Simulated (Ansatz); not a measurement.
# Cs3MnF7: a series of runs

A sequence of runs on Cs3MnF7, in the order made. Open shells can settle in several states, so each run is read by itself.

Computed with Ansatz 0.2.0 (DFT, PAW plane waves, r2scan, unless a step's input says otherwise).

## 1. Starting point

The structure is tetragonal, space group P4/mbm (No. 127). The conventional cell has a = 8.369 Å, b = 8.369 Å, c = 6.233 Å, α = 90.00°, β = 90.00°, γ = 90.00°. Around Cs (site symmetry 4/m) lie 6 F at 3.12 to 3.16 Å. Around Cs (site symmetry m2m) lie 10 F at 2.92 to 3.21 Å. Mn (site symmetry mmm) is surrounded by 6 F at 1.86 Å. Around F (site symmetry m) lie 1 Mn at 1.86 Å. F (site symmetry m2m) is surrounded by 1 Mn at 1.86 Å. F (site symmetry 4/m) is surrounded by 6 Cs at 3.03 to 3.12 Å.

Structure file:

```
Cs Mn F
1.0
     8.36900    0.00000    0.00000
     0.00000    8.36900    0.00000
     0.00000    0.00000    6.23300
Cs Mn F
6 2 14
Direct
  0.00000 0.00000 0.00000
  0.50000 0.50000 0.00000
  0.30500 0.80500 0.50000
  0.19500 0.30500 0.50000
  0.69500 0.19500 0.50000
  0.80500 0.69500 0.50000
  0.00000 0.50000 0.00000
  0.50000 0.00000 0.00000
  0.11110 0.61110 0.21100
  0.38890 0.11110 0.21100
  0.88890 0.38890 0.21100
  0.61110 0.88890 0.21100
  0.61110 0.88890 0.78900
  0.88890 0.38890 0.78900
  0.38890 0.11110 0.78900
  0.11110 0.61110 0.78900
  0.34280 0.84280 0.00000
  0.15720 0.34280 0.00000
  0.65720 0.15720 0.00000
  0.84280 0.65720 0.00000
  0.00000 0.00000 0.50000
  0.50000 0.50000 0.50000
```

## 2. A run

The input, input.yaml:

```yaml
crystal:
  lattice:
    - [8.369, 0.0, 0.0]
    - [0.0, 8.369, 0.0]
    - [0.0, 0.0, 6.233]
  atoms:
    - { symbol: Cs, position: [0.0, 0.0, 0.0] }
    - { symbol: Cs, position: [0.5, 0.5, 0.0] }
    - { symbol: Cs, position: [0.305, 0.805, 0.5] }
    - { symbol: Cs, position: [0.195, 0.305, 0.5] }
    - { symbol: Cs, position: [0.695, 0.195, 0.5] }
    - { symbol: Cs, position: [0.805, 0.695, 0.5] }
    - { symbol: Mn, position: [0.0, 0.5, 0.0], spin: 4.5 }
    - { symbol: Mn, position: [0.5, 0.0, 0.0], spin: 4.5 }
    - { symbol: F, position: [0.1111, 0.6111, 0.211] }
    - { symbol: F, position: [0.3889, 0.1111, 0.211] }
    - { symbol: F, position: [0.8889, 0.3889, 0.211] }
    - { symbol: F, position: [0.6111, 0.8889, 0.211] }
    - { symbol: F, position: [0.6111, 0.8889, 0.789] }
    - { symbol: F, position: [0.8889, 0.3889, 0.789] }
    - { symbol: F, position: [0.3889, 0.1111, 0.789] }
    - { symbol: F, position: [0.1111, 0.6111, 0.789] }
    - { symbol: F, position: [0.3428, 0.8428, 0.0] }
    - { symbol: F, position: [0.1572, 0.3428, 0.0] }
    - { symbol: F, position: [0.6572, 0.1572, 0.0] }
    - { symbol: F, position: [0.8428, 0.6572, 0.0] }
    - { symbol: F, position: [0.0, 0.0, 0.5] }
    - { symbol: F, position: [0.5, 0.5, 0.5] }
  symmetry: { tolerance: 0.0003 }
hamiltonian:
  xc: r2scan
  pseudopotentials: { kind: paw, azcp: { folder: soft_1 } }
basis:
  ecutwfc: 500
magnetization:
  spin_polarized: true
scf:
  occupations: { method: fermi_dirac, width: 0.05 }
kpoints:
  mp_grid: { grid: [4, 4, 5], shift: [0, 0, 0] }
output:
  forces: true
  stress: true
  eigenvalues: true
  write_density: true
  write_potential: true
  elf: true
  volumetric_format: npy
```

On the command line:

```console
$ ansatz run input.yaml --threads 6 --pin off --max-ram 14336MiB --backend cpu --events-out ev --progress --plain --runs-dir out
```

The log of the run (excerpt; [...] marks lines left out):

```text
Warning: RAYON_NUM_THREADS=6 ignored (pool sized by the plan → 6); use --threads N
[...]
Pseudopotentials: kind: paw
Pseudopotential: Cs, paw, valence charge 9, recommended cutoff 500 eV (meta_gga), <dir>
Pseudopotential: Mn, paw, valence charge 15, recommended cutoff 500 eV (meta_gga), <dir>
Pseudopotential: F, paw, valence charge 7, recommended cutoff 500 eV (meta_gga), <dir>
Functional definition: r2SCAN
[...]
Crystal: 22 atoms, lattice volume = 436.560 Å³
Basis set: ecut = 500 eV, 11059 PW (Γ), exchange–correlation on 256×256×192 points (64 copies of the dense FFT grid, shifted against one another)
Bands: 118, of which v1, the nominal top of the filled ones, is band 91 counted from 1 (90 counted from 0)
Symmetry: 16 space group operations
Space group: P4/mbm (ITA 127), of the structure as read, at distance tolerance 2.3e-3 Å
Magnetic group: BNS 127.387 (UNI 1047), of the structure as read, at distance tolerance 2.3e-3 Å
k-points: 18 of 80
[...]
Starting moments: Σ|m| = 9 μB on 2 of 22 sites
[...]
SCF iter   1: F=—  HF=-53299.891600 eV  |F-HF|=—  |Δ(HF+E_count)|=         —  Δρ=7.39e-2 (↑7.39e-2 ↓6.88e-2)  dr2=7.10e1  dr2_τ=2.39e-1  dr2_m=1.06e0  M=6.000 μB ∫|m|=8.586 μB  β_m=0.90  ethr=3.10e-3  ⟨swp⟩=6.6  Hψ=17136  notcnv=0  defer=231
[...]
spin=Collinear: Resta preconditioning applied to the charge; magnetization (m = ρ↑ − ρ↓) channel mixes plain (no charge-response kernel on spin).
[...]
SCF iter  17: F=-53285.876775 eV  HF=-53285.876775 eV  |F-HF|=1.11e-9  |Δ(HF+E_count)|=   4.45e-8  Δρ=1.03e-6 (↑1.01e-6 ↓1.03e-6)  dr2=1.61e-8  dr2_τ=2.15e-10  dr2_m=3.84e-11  M=6.000 μB ∫|m|=6.580 μB  ethr=1.85e-11  ⟨swp⟩=15.1  Hψ=32026  notcnv=0
[...]
this state was not tested for a lower state beside it, because the mixer in use, unlike msr1, does not test its closes by its own steps (another_mixer; see scf.mixing.algorithm and scf.lower_state_search)
SCF converged after 17 iterations
Magnetization: 6.0000 μB (94.0000 up, 88.0000 down)
Absolute magnetization: 6.6166 μB (∫|ρ↑−ρ↓|, with the PAW one-centre terms)
Spin contamination: 0.0691 ħ² per cell (⟨S²⟩ above its minimum at these occupations)
[...]
Free energy (F): -53285.876775 eV
[...]
E sigma→0 (E₀):  -53285.876775 eV
Fermi energy:    4.004981 eV
[...]
--- Forces (eV/Å), atoms counted from 1 ---
  atom   1  Cs    -0.00000000     0.00000000     0.00000000
  atom   2  Cs    -0.00000000    -0.00000000     0.00000000
  atom   3  Cs     0.09782080     0.09782080     0.00000000
  atom   4  Cs    -0.09782080     0.09782080     0.00000000
  atom   5  Cs    -0.09782080    -0.09782080     0.00000000
  atom   6  Cs     0.09782080    -0.09782080     0.00000000
  atom   7  Mn     0.00000000     0.00000000     0.00000000
  atom   8  Mn     0.00000000    -0.00000000     0.00000000
[...]
--- Stress (GPa, compression-positive) ---
       -2.651525       0.000000       0.000000
        0.000000      -2.651525       0.000000
        0.000000       0.000000      -2.257631
  P = ⅓ Tr σ = -2.5202 GPa (-25.202 kbar)
--- Band table (eV; the first three rows and the last of 36) ---
[...]
```

Run time: 60 s. Hardware: 6 threads of Intel Xeon Platinum 8488C (Sapphire Rapids), shared host; peak memory 4.1 GiB.

Density in a lattice plane of the grid's cell (edges 8.37 and 8.37 Å, at 0.000 of the third edge), which holds Cs and Mn and F.

Values in e/Å³, 12 rows by 12 columns:
```
 1.10  0.76  0.10  0.27  2.10  0.91  2.47  0.39  0.08  0.02  0.09  0.76
 0.18  0.09  0.03  0.81 13.66  2.10  0.11  0.08  0.05  0.02  0.03  0.10
 0.03  0.02  0.02  0.13  0.81  0.27  0.03  0.02  0.02  0.13  0.81  0.27
 0.11  0.08  0.05  0.02  0.03  0.10  0.18  0.09  0.03  0.81 13.66  2.10
 2.47  0.39  0.08  0.02  0.09  0.76  1.10  0.76  0.10  0.27  2.10  0.91
30.14  2.47  0.11  0.03  0.18  1.10 -0.53  1.10  0.18  0.03  0.11  2.47
 2.47  0.91  2.10  0.27  0.10  0.76  1.10  0.76  0.09  0.02  0.08  0.39
 0.11  2.10 13.66  0.81  0.03  0.09  0.18  0.10  0.03  0.02  0.05  0.08
 0.03  0.27  0.81  0.13  0.02  0.02  0.03  0.27  0.81  0.13  0.02  0.02
 0.18  0.10  0.03  0.02  0.05  0.08  0.11  2.10 13.66  0.81  0.03  0.09
 1.10  0.76  0.09  0.02  0.08  0.39  2.47  0.91  2.10  0.27  0.10  0.76
-0.53  1.10  0.18  0.03  0.11  2.47 30.14  2.47  0.11  0.03  0.18  1.10
```
Columns run along the first of these edges and rows up along the second, over one cell in 12 and 12 even steps from the bottom left corner. Atoms in the plane (fractional): Cs at (0.00, 0.00), Cs at (0.50, 0.50), Mn at (0.00, 0.50), Mn at (0.50, 0.00), F at (0.34, 0.84), F at (0.16, 0.34), F at (0.66, 0.16), F at (0.84, 0.66).

ELF in the same plane.

Values, 12 rows by 12 columns:
```
0.83 0.88 0.15 0.48 0.76 0.36 0.42 0.10 0.03 0.01 0.45 0.88
0.66 0.45 0.02 0.73 0.53 0.76 0.05 0.03 0.02 0.01 0.02 0.15
0.02 0.01 0.01 0.30 0.73 0.48 0.02 0.01 0.01 0.30 0.73 0.48
0.05 0.03 0.02 0.01 0.02 0.15 0.66 0.45 0.02 0.73 0.53 0.76
0.42 0.10 0.03 0.01 0.45 0.88 0.83 0.88 0.15 0.48 0.76 0.36
0.79 0.42 0.05 0.02 0.66 0.83 0.03 0.83 0.66 0.02 0.05 0.42
0.42 0.36 0.76 0.48 0.15 0.88 0.83 0.88 0.45 0.01 0.03 0.10
0.05 0.76 0.53 0.73 0.02 0.45 0.66 0.15 0.02 0.01 0.02 0.03
0.02 0.48 0.73 0.30 0.01 0.01 0.02 0.48 0.73 0.30 0.01 0.01
0.66 0.15 0.02 0.01 0.02 0.03 0.05 0.76 0.53 0.73 0.02 0.45
0.83 0.88 0.45 0.01 0.03 0.10 0.42 0.36 0.76 0.48 0.15 0.88
0.03 0.83 0.66 0.02 0.05 0.42 0.79 0.42 0.05 0.02 0.66 0.83
```
Columns run along the first of these edges and rows up along the second, over one cell in 12 and 12 even steps from the bottom left corner. Atoms in the plane (fractional): Cs at (0.00, 0.00), Cs at (0.50, 0.50), Mn at (0.00, 0.50), Mn at (0.50, 0.00), F at (0.34, 0.84), F at (0.16, 0.34), F at (0.66, 0.16), F at (0.84, 0.66).

Both are smooth fields of the valence electrons: close to the nuclei they are not physical.

Spin density (up less down) in a lattice plane of the grid's cell (edges 8.37 and 8.37 Å, at 0.000 of the third edge), which holds Cs and Mn and F.

Ten even steps from ' ' (-0.08 e/Å³) to '@' (6.81 e/Å³):
```
                      ..--::                    
                                                
                                                
                                                
                                                
                                                
                                                
                                                
--::                                          ..
@@==..                                      ..==
--..                                          ::
                                                
                                                
                                                
                                                
                                                
                                                
                                                
                      ::--..                    
                    ..==@@==..                  
```
Columns run along the first of these edges and rows up along the second, over one cell in 24 and 20 even steps from the bottom left corner. Atoms in the plane (fractional): Cs at (0.00, 0.00), Cs at (0.50, 0.50), Mn at (0.00, 0.50), Mn at (0.50, 0.00), F at (0.34, 0.84), F at (0.16, 0.34), F at (0.66, 0.16), F at (0.84, 0.66).

Outside the cores ELF peaks at 0.83 beside F, off the lines to its neighbours, 0.6 Å from F; 0.83 in the shell around F, 0.6 Å from F.

## 3. A run

Changes to input.yaml since step 2:

```diff
@@ -13,3 +13,3 @@
     - { symbol: Mn, position: [0.0, 0.5, 0.0], spin: 4.5 }
-    - { symbol: Mn, position: [0.5, 0.0, 0.0], spin: 4.5 }
+    - { symbol: Mn, position: [0.5, 0.0, 0.0], spin: -4.5 }
     - { symbol: F, position: [0.1111, 0.6111, 0.211] }
@@ -44,5 +44 @@
   eigenvalues: true
-  write_density: true
-  write_potential: true
-  elf: true
-  volumetric_format: npy
```

On the command line:

```console
$ ansatz run input.yaml --threads 6 --pin off --max-ram 14336MiB --backend cpu --events-out ev --progress --plain --runs-dir out
```

The log of the run (excerpt; [...] marks lines left out):

```text
Warning: RAYON_NUM_THREADS=6 ignored (pool sized by the plan → 6); use --threads N
[...]
Pseudopotentials: kind: paw
Pseudopotential: Cs, paw, valence charge 9, recommended cutoff 500 eV (meta_gga), <dir>
Pseudopotential: Mn, paw, valence charge 15, recommended cutoff 500 eV (meta_gga), <dir>
Pseudopotential: F, paw, valence charge 7, recommended cutoff 500 eV (meta_gga), <dir>
Functional definition: r2SCAN
[...]
Crystal: 22 atoms, lattice volume = 436.560 Å³
Basis set: ecut = 500 eV, 11059 PW (Γ), exchange–correlation on 256×256×192 points (64 copies of the dense FFT grid, shifted against one another)
Bands: 118, of which v1, the nominal top of the filled ones, is band 91 counted from 1 (90 counted from 0)
Symmetry: 8 space group operations
Space group: Cmmm (ITA 65), of the structure as read, at distance tolerance 2.3e-3 Å
Magnetic group: BNS 127.390 (UNI 1050), of the structure as read, at distance tolerance 2.3e-3 Å
[...]
Absolute magnetization: 6.6216 μB (∫|ρ↑−ρ↓|, with the PAW one-centre terms)
Spin contamination: 3.0689 ħ² per cell (⟨S²⟩ above its minimum at these occupations)
[...]
Free energy (F): -53285.875539 eV
[...]
E sigma→0 (E₀):  -53285.875539 eV
Fermi energy:    4.004938 eV
[...]
--- Forces (eV/Å), atoms counted from 1 ---
  atom   1  Cs    -0.00000000     0.00000000     0.00000000
  atom   2  Cs    -0.00000000    -0.00000000     0.00000000
  atom   3  Cs     0.09785115     0.09785115     0.00000000
  atom   4  Cs    -0.09785115     0.09785115     0.00000000
  atom   5  Cs    -0.09785115    -0.09785115     0.00000000
  atom   6  Cs     0.09785115    -0.09785115     0.00000000
  atom   7  Mn    -0.00000000     0.00000000     0.00000000
  atom   8  Mn     0.00000000    -0.00000000     0.00000000
[...]
--- Stress (GPa, compression-positive) ---
       -2.651327      -0.000000       0.000000
       -0.000000      -2.651327       0.000000
        0.000000       0.000000      -2.256339
  P = ⅓ Tr σ = -2.5197 GPa (-25.197 kbar)
--- Band table (eV; the first three rows and the last of 42) ---
[...]
```

It took 61 s on 6 threads of Intel Xeon Platinum 8488C (Sapphire Rapids), shared host; peak memory 4.3 GiB.

## 4. The runs at a glance

| step | level | volume (Å³/atom) | pressure (GPa) | gap on the mesh (eV) | largest spin moment (μB) | time |
| --- | --- | --- | --- | --- | --- | --- |
| 2 | DFT, PAW plane waves, r2scan | 19.844 | -2.5 | 2.02 | 2.52 | 60 s |
| 3 | DFT, PAW plane waves, r2scan | 19.844 | -2.5 | 2.05 | 2.52 | 61 s |

Each row holds for the state that its run reached, which need not be the ground state, so the rows aren't joined into a trend here.

The gaps are Kohn-Sham values of a semilocal functional, not quasiparticle or optical gaps. Such gaps usually fall short of the measured ones.
